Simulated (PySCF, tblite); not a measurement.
# C5H6Cl2O: geometry, infrared bands and NMR shifts

What infrared bands and NMR shifts should C5H6Cl2O (`CC/C(Cl)=C\C(=O)Cl`) show?

Computed with tblite 0.8.0 and PySCF 2.14.0, with density-fitted response routines of our own, on a single molecule in the gas phase. Atoms count from 0, in the outputs and in this text.

## Step 1: Starting geometry

14 atoms, charge 0, multiplicity 1; geometry from: force field or distance geometry start.

Bonds of the start (Å): C0–C1 1.52, C1–C2 1.51, C2–Cl3 1.76, C2–C4 1.33, C4–C5 1.49, C5–O6 1.22, C5–Cl7 1.76, C0–H8 1.09, C0–H9 1.10, C0–H10 1.10, C1–H11 1.09, C1–H12 1.09, C4–H13 1.09.

## Step 2: Relaxing the molecule with GFN2-xTB

What the job is given:

```
{"job": {"kind": "relax", "xc": "GFN2-xTB", "basis": "xTB"}, "charge": 0, "multiplicity": 1}
C     -1.691400    -0.568500     0.569200
C     -0.932700    -0.104800    -0.669300
C      0.106400     0.938400    -0.323600
Cl    -0.516000     2.582200    -0.409400
C      1.393600     0.779400    -0.015600
C      2.101700    -0.525000     0.109600
O      1.492500    -1.581200     0.054800
Cl     3.842400    -0.409900     0.372500
H     -1.027700    -1.001700     1.323800
H     -2.438000    -1.330000     0.296100
H     -2.243600     0.265000     1.031100
H     -1.639500     0.277300    -1.400700
H     -0.469800    -0.971700    -1.136600
H      2.021600     1.650000     0.160900
```

Command:

```console
OMP_NUM_THREADS=1 python probes_run.py task.json out
```

One launch serves the whole session: the jobs run in the order shown.

**Question.** This job is followed by: GFN2-xTB harmonic vibrations, gas phase; GIAO PBE0/pcSseg-1 NMR shielding, non-relativistic, gas phase. Predict these results of the whole session: strongest single infrared mode (GFN2-xTB); zero-point energy (GFN2-xTB); ¹³C shifts against TMS (PBE0/pcSseg-1); ¹H shifts against TMS (PBE0/pcSseg-1, means over atoms taken as alike); ³⁵Cl shifts against HCl (PBE0/pcSseg-1); ¹⁷O shifts against H2O (PBE0/pcSseg-1); surface potential, 1st and 99th percentile.

**Answer**, as computed:

```
                                                              quantity                                value
                             strongest single infrared mode (GFN2-xTB)                1597 cm⁻¹, 513 km/mol
                                          zero-point energy (GFN2-xTB)                        61.6 kcal/mol
                                ¹³C shifts against TMS (PBE0/pcSseg-1)  184.1, 172.7, 128.9, 37.0, 16.2 ppm
¹H shifts against TMS (PBE0/pcSseg-1, means over atoms taken as alike)                 6.43, 3.07, 1.22 ppm
                               ³⁵Cl shifts against HCl (PBE0/pcSseg-1)                         504, 331 ppm
                                ¹⁷O shifts against H2O (PBE0/pcSseg-1)                            557.7 ppm
                                 surface potential, 1st and 99th percentile                   -1.22 V and 1.08 V
```

What this shows: Over 58 steps the energy fell by 0.205 eV; of the close pairs, C2–Cl3 changed most, 1.760 to 1.716 Å. No mode is imaginary among the 36: a minimum at this level. The strongest single mode, at 1597 cm⁻¹, moves mainly C2 and C4. GFN2-xTB is a fitted tight-binding method: band positions and strengths are rough. Its intensities can rank the bands wrongly. The most deshielded hydrogen is H13 (hydrogen on an α carbon of a C=C–C=O unit), at 6.43 ppm: attached to an sp2 carbon and in the plane of the double bond. By nearest atom (PBE0/pcSseg-1), the HOMO sits on C4 34 %; Cl3 23 % and the LUMO on C2 31 %; C5 22 %.
